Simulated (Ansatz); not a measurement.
# CHF2GeN: shift of H6 from Ge3 to C2, part 2 of 2

Aim: the minimum-energy path and barrier of the shift of H6 from Ge3 to C2. The ends are relaxed first, then joined by a nudged elastic band. SMILES of the start: N#[C][GeH]([F])[F].

Ansatz 0.2.0; RKS PBE/def2-SVPD. The steps go on from the part before.

## (8) The output, continued: vibrations at the highest image of the band

The log, continued, cut to the lines that bear on the results:

```text
reference -64464.47050245 eV, -2369.0255953777 hartree; 32, 32 occupied and 100, 100 virtual orbitals, 1187 factors
[...]
1187 factors; their error is unknown
mean field -64464.47048008 eV, -2369.0255945553 hartree, gradient 1.8e-6 eV, S^2 0.000000; 0 other end points of the search recorded, 0 dependent functions left out
[...]
reference -64464.47052430 eV, -2369.0255961807 hartree; 32, 32 occupied and 100, 100 virtual orbitals, 1187 factors
[...]
1187 factors; their error is unknown
mean field -64464.47051683 eV, -2369.0255959059 hartree, gradient 1.3e-6 eV, S^2 0.000000; 0 other end points of the search recorded, 0 dependent functions left out
[...]
reference -64464.47056106 eV, -2369.0255975313 hartree; 32, 32 occupied and 100, 100 virtual orbitals, 1187 factors
[...]
1187 factors; their error is unknown
[...]
reference -64464.47055256 eV, -2369.0255972191 hartree; 32, 32 occupied and 100, 100 virtual orbitals, 1187 factors
WARN: phonons: modes at or below zero, which the zero-point energy, F, S and C_V leave out: 1, the lowest at -909.26 cm⁻¹. A minimum has none, and a first-order saddle one
Total energy: -64464.47056881 eV, -2369.0255978161 hartree
Atom 0 at     1.586620    -0.826915     1.424607 Å, force     0.000509    -0.002401    -0.005921 eV/Å
Atom 1 at     0.962524    -0.648548     0.424150 Å, force     0.001036     0.005883     0.020113 eV/Å
Atom 2 at    -0.768252     0.524941    -0.303223 Å, force     0.005696    -0.006688    -0.011469 eV/Å
Atom 3 at    -1.760728    -0.750246    -1.011478 Å, force    -0.007339     0.001650     0.000288 eV/Å
Atom 4 at    -0.058207     1.332788    -1.701867 Å, force    -0.003923     0.005885    -0.000134 eV/Å
Atom 5 at     0.080144     0.303883     1.121610 Å, force     0.004021    -0.004330    -0.002878 eV/Å
Dipole moment:    -0.281404     0.317568     0.264578 e Å
Vibrations: -909.26 84.77 103.32 187.37 227.20 227.49 451.84 549.67 662.30 663.93 1483.18 2050.35 cm⁻¹, zero-point energy 0.414815 eV
```

Run time: 41 s. Hardware: 2 threads of Arm Neoverse V2, shared host; peak memory 0.17 GiB.

Of 12 modes, 1 is imaginary by more than 30 cm⁻¹ (909i cm⁻¹).

## (9) Another band, settings changed

crystal.atoms is end A as relaxed above, and neb.final_atoms is end B, turned to lie on A. With 9 inner images the band has 11 in all.

Contents of input.yaml:

```yaml
crystal:
  periodic: [false, false, false]
  atoms:
    - { symbol: "N", position_ang: [1.961935, -1.334713, 0.922216] }
    - { symbol: C, position_ang: [1.05899, -0.722635, 0.495707] }
    - { symbol: Ge, position_ang: [-0.432346, 0.319299, -0.122828] }
    - { symbol: F, position_ang: [-1.597822, -0.815264, -0.770936] }
    - { symbol: F, position_ang: [0.145428, 1.257177, -1.483703] }
    - { symbol: H, position_ang: [-1.094084, 1.232038, 0.913343] }
basis:
  gaussian: { orbitals: def2-SVPD }
hamiltonian:
  xc: pbe
neb:
  order_check: false
  images: 9
  f_tol: 0.03
  max_iterations: 60
  initial_path: linear
  final_atoms:
    - { symbol: "N", position_ang: [2.47132801, -1.12445305, 1.76977833] }
    - { symbol: C, position_ang: [1.65077054, -0.60340028, 1.12536112] }
    - { symbol: Ge, position_ang: [-1.94518939, 1.22159261, -1.54381392] }
    - { symbol: F, position_ang: [-2.59976536, -0.4240141, -1.3149172] }
    - { symbol: F, position_ang: [-0.42072066, 0.97834375, -0.6043167] }
    - { symbol: H, position_ang: [0.88567786, -0.11216693, 0.52170737] }
```

Command:

```bash
> ansatz run input.yaml --threads 2 --pin off --max-ram 3072MiB --backend cpu --events-out ev --progress --plain --runs-dir out
```

The program printed, cut to the lines that bear on the results:

```text
Warning: RAYON_NUM_THREADS=2 ignored (pool sized by the plan → 2); use --threads N
[...]
[... 1 set-up line as earlier in the session ...]
[...]
1187 factors; their error is unknown
[...]
mean field -64467.07370906 eV, -2369.1212614559 hartree, gradient 3.7e-5 eV, S^2 0.000000; 0 other end points of the search recorded, 0 dependent functions left out
[...]
reference -64467.07375492 eV, -2369.1212631412 hartree; 32, 32 occupied and 100, 100 virtual orbitals, 1187 factors
1187 factors; their error is unknown
[...]
mean field -64467.15790678 eV, -2369.1243556652 hartree, gradient 2.5e-5 eV, S^2 0.000000; 0 other end points of the search recorded, 0 dependent functions left out
[...]
reference -64467.15795155 eV, -2369.1243573102 hartree; 32, 32 occupied and 100, 100 virtual orbitals, 1187 factors
NEB end point (image 0): max|allowed force component| = 5.613e-3 eV/Å (the criterion of neb.relax_end_points is 1.000e-2)
[...]
NEB iter  28: max|band force component| = 2.161e-2 eV/Å  barrier→ = 2.6031 eV  barrier← = 2.6873 eV  CI = image 2  Δτ_max = 0.0000 Å  (306 SCF iters)
Total energy: -64464.47061593 eV, -2369.0255995477 hartree
Atom 0 at     1.501772    -0.555007     1.633006 Å, force     0.000324    -0.001672    -0.004124 eV/Å
Atom 1 at     0.958956    -0.529975     0.571480 Å, force     0.004050    -0.002025     0.003244 eV/Å
Atom 2 at    -0.768301     0.432824    -0.424583 Å, force     0.000056    -0.001866    -0.004734 eV/Å
Atom 3 at    -1.619918    -0.975208    -1.061084 Å, force     0.000699     0.001582     0.000948 eV/Å
Atom 4 at     0.008031     1.135015    -1.844858 Å, force    -0.000816    -0.000479     0.001882 eV/Å
Atom 5 at    -0.038440     0.428254     1.079839 Å, force    -0.004312     0.004459     0.002784 eV/Å
Dipole moment:    -0.321209     0.322689     0.201242 e Å
this run last wrote the band of iteration 28 to <dir>; this run last wrote the band within `neb.f_tol` of iteration 27 to <dir>
```

Run time: 7.4 min. Hardware: 2 threads of Arm Neoverse V2, shared host; peak memory 0.17 GiB.

## (10) What the band shows

Images 0 and 10 are the ends. Energies count from image 0; the path length is the program's own measure over all atoms.

| image | path (Å) | energy (eV) | H6–Ge3 (Å) | H6–C2 (Å) | band force (eV/Å) |
| --- | --- | --- | --- | --- | --- |
| 0 | 0.000 | 0.0000 | 1.53 | 2.94 | - |
| 1 | 0.982 | 0.5287 | 1.52 | 2.40 | 0.008 |
| 2* | 1.962 | 2.6031 | 1.67 | 1.47 | 0.006 |
| 3 | 2.559 | 1.3860 | 1.96 | 1.13 | 0.021 |
| 4 | 3.158 | 0.3616 | 2.38 | 1.08 | 0.022 |
| 5 | 3.756 | 0.1699 | 3.02 | 1.08 | 0.010 |
| 6 | 4.355 | 0.0423 | 3.34 | 1.08 | 0.009 |
| 7 | 4.953 | -0.0452 | 3.34 | 1.09 | 0.012 |
| 8 | 5.550 | -0.0762 | 3.40 | 1.09 | 0.005 |
| 9 | 6.148 | -0.0822 | 3.60 | 1.09 | 0.000 |
| 10 | 6.746 | -0.0842 | 3.75 | 1.09 | - |

The star marks the climbing image.

image, energy (eV) and a bar:
```
        0      0.000 #
        1      0.529 #######
        2      2.603 ##############################
        3      1.386 ################
        4      0.362 #####
        5      0.170 ###
        6      0.042 #
        7     -0.045 
        8     -0.076 
        9     -0.082 
       10     -0.084
```

## (11) Dynamics from the top

It starts at the highest inner image of the first converged band: 200 steps of 0.5 fs at constant energy, with velocities drawn for 300 K.

Contents of input.yaml:

```yaml
crystal:
  periodic: [false, false, false]
  atoms:
    - { symbol: "N", position_ang: [1.58662, -0.826915, 1.424607] }
    - { symbol: C, position_ang: [0.962524, -0.648548, 0.42415] }
    - { symbol: Ge, position_ang: [-0.768252, 0.524941, -0.303223] }
    - { symbol: F, position_ang: [-1.760728, -0.750246, -1.011478] }
    - { symbol: F, position_ang: [-0.058207, 1.332788, -1.701867] }
    - { symbol: H, position_ang: [0.080144, 0.303883, 1.12161] }
basis:
  gaussian: { orbitals: def2-SVPD }
hamiltonian:
  xc: pbe
md:
  timestep: 0.5
  n_steps: 200
  ensemble: nve
  temperature: 300.0
  initial_velocities: maxwell_boltzmann
  seed: 9326
```

Command:

```bash
> ansatz run input.yaml --threads 2 --pin off --max-ram 3072MiB --backend cpu --events-out ev --progress --plain --runs-dir out
```

The program printed, cut to the lines that bear on the results:

```text
Warning: RAYON_NUM_THREADS=2 ignored (pool sized by the plan → 2); use --threads N
[...]
[... 1 set-up line as earlier in the session ...]
[...]
1187 factors; their error is unknown
[...]
mean field -64464.47052458 eV, -2369.0255961908 hartree, gradient 2.1e-5 eV, S^2 0.000000; 0 other end points of the search recorded, 0 dependent functions left out
[...]
reference -64464.47056881 eV, -2369.0255978161 hartree; 32, 32 occupied and 100, 100 virtual orbitals, 1187 factors
md step     0: t =     0.00 fs  T =   300.0 K  F+E_penalty+E_count = -64464.47052458 eV  E_kin = 0.155112 eV  conserved = -64464.31541258 eV  (31 SCF iters)
[...]
md step    24: t =    12.00 fs  T =   700.5 K  F+E_penalty+E_count = -64464.67667916 eV  E_kin = 0.362201 eV  conserved = -64464.31447769 eV  (33 SCF iters)
[...]
md step    48: t =    24.00 fs  T =  3988.2 K  F+E_penalty+E_count = -64466.37848424 eV  E_kin = 2.062043 eV  conserved = -64464.31644091 eV  (32 SCF iters)
[...]
md step    72: t =    36.00 fs  T =  1604.2 K  F+E_penalty+E_count = -64465.14455950 eV  E_kin = 0.829437 eV  conserved = -64464.31512256 eV  (31 SCF iters)
[...]
md step    96: t =    48.00 fs  T =  3413.0 K  F+E_penalty+E_count = -64466.08059391 eV  E_kin = 1.764642 eV  conserved = -64464.31595230 eV  (32 SCF iters)
md step    97: t =    48.50 fs  T =  3525.0 K  F+E_penalty+E_count = -64466.13848035 eV  E_kin = 1.822559 eV  conserved = -64464.31592159 eV  (29 SCF iters)
md step    98: t =    49.00 fs  T =  3636.5 K  F+E_penalty+E_count = -64466.19615125 eV  E_kin = 1.880221 eV  conserved = -64464.31593061 eV  (32 SCF iters)
```

## (12) The log goes on: dynamics from the highest image of the converged band

Output, continued, cut to the lines that bear on the results:

```text
md step    99: t =    49.50 fs  T =  3747.6 K  F+E_penalty+E_count = -64466.25364395 eV  E_kin = 1.937658 eV  conserved = -64464.31598574 eV  (32 SCF iters)
[...]
md step   124: t =    62.00 fs  T =  1114.2 K  F+E_penalty+E_count = -64464.89067858 eV  E_kin = 0.576082 eV  conserved = -64464.31459701 eV  (33 SCF iters)
[...]
md step   149: t =    74.50 fs  T =  3570.8 K  F+E_penalty+E_count = -64466.16227870 eV  E_kin = 1.846254 eV  conserved = -64464.31602477 eV  (32 SCF iters)
[...]
md step   174: t =    87.00 fs  T =  2036.7 K  F+E_penalty+E_count = -64465.36784792 eV  E_kin = 1.053063 eV  conserved = -64464.31478491 eV  (32 SCF iters)
[...]
md step   199: t =    99.50 fs  T =  2102.9 K  F+E_penalty+E_count = -64465.40286619 eV  E_kin = 1.087301 eV  conserved = -64464.31556499 eV  (31 SCF iters)
[...]
md step   200: t =   100.00 fs  T =  2205.1 K  F+E_penalty+E_count = -64465.45576710 eV  E_kin = 1.140129 eV  conserved = -64464.31563784 eV  (32 SCF iters)
Total energy: -64465.45581109 eV, -2369.0618048021 hartree
Atom 0 at     1.602848    -0.941414     0.852730 Å, force     0.169779    -0.234630    -0.129485 eV/Å
Atom 1 at     0.660893    -0.427755     0.380974 Å, force    -0.556327     0.864799     1.675451 eV/Å
Atom 2 at    -0.857748     0.604273    -0.261855 Å, force     0.730277    -2.257055    -3.121207 eV/Å
Atom 3 at    -1.530403    -1.012876    -0.842050 Å, force    -0.127350     1.228701     0.343130 eV/Å
Atom 4 at     0.345734     1.172455    -1.480609 Å, force    -0.611122     0.457744    -0.026701 eV/Å
Atom 5 at    -2.057087     1.519758    -0.761398 Å, force     0.394744    -0.059559     1.258812 eV/Å
Dipole moment:    -0.746563     0.744265     0.365188 e Å
```

Wall time 6.2 min (2 threads of Arm Neoverse V2, shared host); peak memory 0.17 GiB.

## (13) What the atoms did

One step in 8; energies are changes from step 0:

```csv
time (fs),T (K),potential energy change (meV/atom),total energy change (meV/atom),H6–Ge3 (Å),H6–C2 (Å)
0.0,300,0.0,0.00,1.67,1.47
4.0,202,8.5,0.08,1.63,1.54
8.0,374,-6.3,0.03,1.61,1.65
12.0,701,-34.4,0.16,1.59,1.86
16.0,2066,-152.2,0.01,1.58,2.24
20.0,3551,-280.3,-0.16,1.66,2.77
24.0,3988,-318.0,-0.17,1.78,3.28
28.0,3606,-285.0,-0.05,1.81,3.56
32.0,3119,-243.1,-0.20,1.69,3.51
36.0,1604,-112.3,0.05,1.50,3.31
40.0,1232,-80.2,0.04,1.49,3.28
44.0,2315,-173.7,-0.05,1.65,3.37
48.0,3413,-268.3,-0.09,1.73,3.27
52.0,4196,-335.9,-0.23,1.69,2.93
56.0,3425,-269.5,-0.17,1.62,2.48
60.0,1579,-110.1,0.10,1.60,2.10
64.0,1118,-70.4,0.14,1.54,2.02
68.0,2433,-183.8,-0.04,1.51,2.33
72.0,3589,-283.6,-0.18,1.65,2.93
76.0,3458,-272.2,-0.07,1.79,3.44
80.0,3223,-251.9,-0.04,1.76,3.68
84.0,2961,-229.5,-0.18,1.58,3.64
88.0,1784,-127.8,0.14,1.48,3.56
92.0,1472,-101.0,-0.01,1.59,3.60
96.0,1464,-100.3,0.09,1.66,3.62
100.0,2205,-164.2,-0.04,1.59,3.53
```

time (fs), T (K) and a bar:
```
      0.0        300 #
      4.5        205 
      8.5        402 #
     13.0        928 #####
     17.5       2704 ###################
     21.5       3854 ###########################
     26.0       3824 ###########################
     30.5       3387 ########################
     35.0       2025 ##############
     39.0       1091 #######
     43.5       2155 ###############
     48.0       3413 ########################
     52.0       4196 ##############################
     56.5       3185 ######################
     61.0       1291 ########
     65.0       1303 ########
     69.5       3057 #####################
     74.0       3597 ##########################
     78.5       3270 #######################
     82.5       3168 ######################
     87.0       2037 ##############
     91.5       1495 ##########
     95.5       1423 #########
    100.0       2205 ###############
```

The last frame stands with the bonds of end A.

## (14) Dynamics from the top

It starts at the highest inner image of the first converged band: 200 steps of 0.5 fs at constant energy, with velocities drawn for 100 K.

input.yaml: that of step 11 with these lines changed.

```diff
@@ -17,4 +17,4 @@
   ensemble: nve
-  temperature: 300.0
+  temperature: 100.0
   initial_velocities: maxwell_boltzmann
-  seed: 9326
+  seed: 9327
```

Command:

```bash
> ansatz run input.yaml --threads 2 --pin off --max-ram 3072MiB --backend cpu --events-out ev --progress --plain --runs-dir out
```

The program printed, cut to the lines that bear on the results:

```text
Warning: RAYON_NUM_THREADS=2 ignored (pool sized by the plan → 2); use --threads N
[...]
[... 1 set-up line as earlier in the session ...]
[...]
1187 factors; their error is unknown
[...]
mean field -64464.47052458 eV, -2369.0255961908 hartree, gradient 2.1e-5 eV, S^2 0.000000; 0 other end points of the search recorded, 0 dependent functions left out
[...]
reference -64464.47056881 eV, -2369.0255978161 hartree; 32, 32 occupied and 100, 100 virtual orbitals, 1187 factors
md step     0: t =     0.00 fs  T =   100.0 K  F+E_penalty+E_count = -64464.47052458 eV  E_kin = 0.051704 eV  conserved = -64464.41882058 eV  (31 SCF iters)
[...]
md step    24: t =    12.00 fs  T =    59.3 K  F+E_penalty+E_count = -64464.44945753 eV  E_kin = 0.030675 eV  conserved = -64464.41878263 eV  (34 SCF iters)
[...]
md step    48: t =    24.00 fs  T =   623.4 K  F+E_penalty+E_count = -64464.74065794 eV  E_kin = 0.322346 eV  conserved = -64464.41831147 eV  (32 SCF iters)
[...]
md step    72: t =    36.00 fs  T =  3638.7 K  F+E_penalty+E_count = -64466.30096669 eV  E_kin = 1.881330 eV  conserved = -64464.41963679 eV  (32 SCF iters)
[...]
md step    96: t =    48.00 fs  T =  1586.1 K  F+E_penalty+E_count = -64465.23857731 eV  E_kin = 0.820078 eV  conserved = -64464.41849917 eV  (31 SCF iters)
md step    97: t =    48.50 fs  T =  1396.2 K  F+E_penalty+E_count = -64465.14015457 eV  E_kin = 0.721868 eV  conserved = -64464.41828668 eV  (32 SCF iters)
md step    98: t =    49.00 fs  T =  1234.8 K  F+E_penalty+E_count = -64465.05658553 eV  E_kin = 0.638424 eV  conserved = -64464.41816173 eV  (31 SCF iters)
```

## (15) The log goes on: dynamics from the highest image of the converged band

The log, continued, cut to the lines that bear on the results:

```text
md step    99: t =    49.50 fs  T =  1105.7 K  F+E_penalty+E_count = -64464.98981885 eV  E_kin = 0.571694 eV  conserved = -64464.41812499 eV  (29 SCF iters)
[...]
md step   124: t =    62.00 fs  T =  4013.1 K  F+E_penalty+E_count = -64466.49504252 eV  E_kin = 2.074923 eV  conserved = -64464.42011986 eV  (32 SCF iters)
[...]
md step   149: t =    74.50 fs  T =  1360.2 K  F+E_penalty+E_count = -64465.12174352 eV  E_kin = 0.703257 eV  conserved = -64464.41848637 eV  (32 SCF iters)
[...]
md step   174: t =    87.00 fs  T =  2914.9 K  F+E_penalty+E_count = -64465.92643880 eV  E_kin = 1.507095 eV  conserved = -64464.41934423 eV  (30 SCF iters)
[...]
md step   199: t =    99.50 fs  T =  2063.0 K  F+E_penalty+E_count = -64465.48506925 eV  E_kin = 1.066655 eV  conserved = -64464.41841419 eV  (32 SCF iters)
[...]
md step   200: t =   100.00 fs  T =  1931.7 K  F+E_penalty+E_count = -64465.41718258 eV  E_kin = 0.998743 eV  conserved = -64464.41844007 eV  (31 SCF iters)
Total energy: -64465.41722721 eV, -2369.0603868706 hartree
Atom 0 at     1.774636    -0.993441     0.997172 Å, force    -1.504935     0.668902    -0.574496 eV/Å
Atom 1 at     0.774948    -0.473450     0.615935 Å, force    -0.364459     0.859584     0.499281 eV/Å
Atom 2 at    -0.851977     0.585514    -0.288442 Å, force     2.643280    -2.542303    -0.275303 eV/Å
Atom 3 at    -1.589339    -0.868816    -0.909231 Å, force    -0.411811    -0.688011     0.027952 eV/Å
Atom 4 at     0.175290     1.169071    -1.563632 Å, force     0.932247     0.411144    -0.701755 eV/Å
Atom 5 at    -1.895864     1.487406    -0.821583 Å, force    -1.294321     1.290684     1.024321 eV/Å
Dipole moment:    -0.703884     0.644440     0.316627 e Å
```

Wall time 6.3 min (2 threads of Arm Neoverse V2, shared host); peak memory 0.17 GiB.

## (16) What the atoms did

One step in 8; energies are changes from step 0:

```csv
time (fs),T (K),potential energy change (meV/atom),total energy change (meV/atom),H6–Ge3 (Å),H6–C2 (Å)
0.0,100,0.0,0.00,1.67,1.47
4.0,77,2.0,0.01,1.63,1.47
8.0,69,2.7,0.00,1.63,1.49
12.0,59,3.5,0.01,1.67,1.53
16.0,63,3.2,0.02,1.68,1.58
20.0,187,-7.4,0.03,1.62,1.66
24.0,623,-45.0,0.08,1.54,1.84
28.0,1928,-157.6,-0.02,1.56,2.22
32.0,3310,-276.8,-0.22,1.69,2.77
36.0,3639,-305.1,-0.14,1.82,3.25
40.0,3678,-308.5,-0.15,1.80,3.48
44.0,3221,-269.2,-0.24,1.64,3.44
48.0,1586,-128.0,0.05,1.50,3.29
52.0,926,-71.1,0.05,1.54,3.29
56.0,1708,-138.6,0.01,1.64,3.35
60.0,3294,-275.4,-0.13,1.66,3.24
64.0,4371,-368.3,-0.26,1.64,2.95
68.0,3642,-305.4,-0.19,1.67,2.58
72.0,1952,-159.5,0.03,1.68,2.24
76.0,1275,-101.3,0.00,1.55,2.08
80.0,1760,-142.9,0.10,1.44,2.26
84.0,3041,-253.8,-0.30,1.62,2.80
88.0,2831,-235.4,-0.05,1.81,3.36
92.0,2953,-245.9,-0.07,1.79,3.66
96.0,3105,-259.3,-0.27,1.58,3.67
100.0,1932,-157.8,0.06,1.48,3.61
```

time (fs), T (K) and a bar:
```
      0.0        100 
      4.5         73 
      8.5         69 
     13.0         55 
     17.5         89 
     21.5        292 ##
     26.0       1146 ########
     30.5       2919 ####################
     35.0       3612 #########################
     39.0       3679 #########################
     43.5       3345 #######################
     48.0       1586 ###########
     52.0        926 ######
     56.5       1876 #############
     61.0       3685 #########################
     65.0       4368 ##############################
     69.5       3004 #####################
     74.0       1429 ##########
     78.5       1410 #########
     82.5       2730 ###################
     87.0       2915 ####################
     91.5       2898 ####################
     95.5       3168 ######################
    100.0       1932 #############
```

The last frame stands with the bonds of end A.

## (17) Outcome

This closing draws on all 2 parts.

```
                                quantity                                                      value
                                   end A                                    4 moves, 0.277 eV lower
                                   end B                                   29 moves, 4.172 eV lower
            first band: barrier forwards                                                   2.603 eV
           first band: barrier backwards                                                   2.687 eV
first band: second end relative to first                                                  -0.084 eV
               first band: highest image                                     3 of 0 to 10, climbing
             first band: band iterations                                                         22
                      pieces at the ends                                       CHF2GeN → F2Ge + CHN
              imaginary modes at the top                                                  909i cm⁻¹
                             second band  top 2.603 eV above image 0, 28 iterations, 9 inner images
             time, first and second band                                          6 min and 7.4 min
       trajectory at 300 K, after 100 fs                         with the bonds of end A, at 2205 K
       trajectory at 100 K, after 100 fs                         with the bonds of end A, at 1932 K
```

In the first band: the barrier from the first end is 2.60 eV, 101 times kT at 300 K. The second end lies 0.084 eV below the first, so the way back costs 2.69 eV. By distance, end A alone has C2–Ge3, Ge3–H6 and end B alone has C2–H6. One imaginary mode, as a first-order saddle point has. The second band's top agrees with the first's to 1 meV, so the changed settings hardly move the height. These are electronic energies, with no zero-point or thermal terms. Tunnelling, which matters where hydrogen moves, is missing too. Semilocal functionals tend to give barriers that are too low.
